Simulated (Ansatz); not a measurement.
# CH₆FGeN: small, medium and large basis sets

An exercise on one series of results from a longer session: the logs are not shown, and one member is left open.

Method: one geometry, several basis sets; program: Ansatz 0.2.0, Gaussian basis.

The runs, in order: PBE0-D4/def2-SVP; ωB97M-V/def2-SVP; PBE0-D4/def2-QZVPP; ωB97M-V/def2-QZVPP; the functionals' def2-TZVPP values are taken from earlier runs.

## The relaxed structure

An earlier PBE0-D4 in a triple-zeta def2 set relaxation fixed the geometry.

SMILES `C[NH][GeH2][F]`, 10 atoms, charge 0, spin multiplicity 1.

Atoms are counted from 1 here; the program's logs count them from 0.

Bond lengths: C1–N2 1.450 Å, C1–H5 1.097 Å, C1–H6 1.094 Å, C1–H7 1.093 Å, N2–Ge3 1.806 Å, N2–H8 1.009 Å, Ge3–F4 1.754 Å, Ge3–H9 1.532 Å, Ge3–H10 1.531 Å. Angles: N2–C1–H5 113.8°, N2–C1–H6 110.4°, N2–C1–H7 109.6°, H5–C1–H6 108.3°, H5–C1–H7 107.5°, H6–C1–H7 107.0°, C1–N2–Ge3 121.9°, C1–N2–H8 113.1°, Ge3–N2–H8 115.4°, N2–Ge3–F4 111.6°, N2–Ge3–H9 109.0°, N2–Ge3–H10 109.3°, F4–Ge3–H9 104.5°, F4–Ge3–H10 105.3°, H9–Ge3–H10 116.9°.

Geometry (Å):

```xyz
10
charge 0, multiplicity 1
C     0.1169    1.0564   -0.9446
N    -0.6146    0.3483    0.0882
Ge    0.1246   -1.0087    1.0219
F     0.4239   -2.4046    0.0030
H     0.1288    0.5398   -1.9119
H    -0.3043    2.0546   -1.0944
H     1.1552    1.1907   -0.6309
H    -1.5958    0.2450   -0.1219
H     1.5134   -0.5828    1.5075
H    -0.8651   -1.4899    2.0862
```

Set-up of the first run:

in.yaml reads:

```yaml
crystal:
  periodic: [false, false, false]
  atoms:
    - {symbol: C, position_ang: [0.116930, 1.056352, -0.944636]}
    - {symbol: N, position_ang: [-0.614613, 0.348315, 0.088170]}
    - {symbol: Ge, position_ang: [0.124600, -1.008728, 1.021903]}
    - {symbol: F, position_ang: [0.423860, -2.404608, 0.002987]}
    - {symbol: H, position_ang: [0.128827, 0.539846, -1.911904]}
    - {symbol: H, position_ang: [-0.304275, 2.054616, -1.094440]}
    - {symbol: H, position_ang: [1.155227, 1.190670, -0.630877]}
    - {symbol: H, position_ang: [-1.595757, 0.244999, -0.121900]}
    - {symbol: H, position_ang: [1.513386, -0.582751, 1.507504]}
    - {symbol: H, position_ang: [-0.865086, -1.489910, 2.086193]}
basis:
  gaussian: {orbitals: def2-SVP}
hamiltonian: {xc: pbe0, dispersion: d4}
output: {orbitals: {seedname: orbitals}}
```

Among the steps run: PBE0-D4 in def2-SVP; ωB97M-V in def2-SVP; PBE0-D4 in def2-QZVPP; ωB97M-V in def2-QZVPP.

One table of the session follows, with a row left open; its other results are not shown here.

It belongs to the step «Functionals by basis». 

```
functional       basis  HOMO (eV)  LUMO (eV)
   PBE0-D4    def2-SVP      -7.06       1.14
   PBE0-D4  def2-TZVPP      -7.20       0.68
   PBE0-D4  def2-QZVPP      -7.24       0.35
   ωB97M-V    def2-SVP      -9.41       2.98
   ωB97M-V  def2-TZVPP          ?          ?
   ωB97M-V  def2-QZVPP      -9.60       1.63
```

Q: Estimate the row for ωB97M-V, def2-TZVPP from the others.

**Answer.** HOMO (eV): -9.56; LUMO (eV): 2.25. In the column «HOMO (eV)» it lies between ωB97M-V, def2-QZVPP (-9.60) and ωB97M-V, def2-SVP (-9.41).
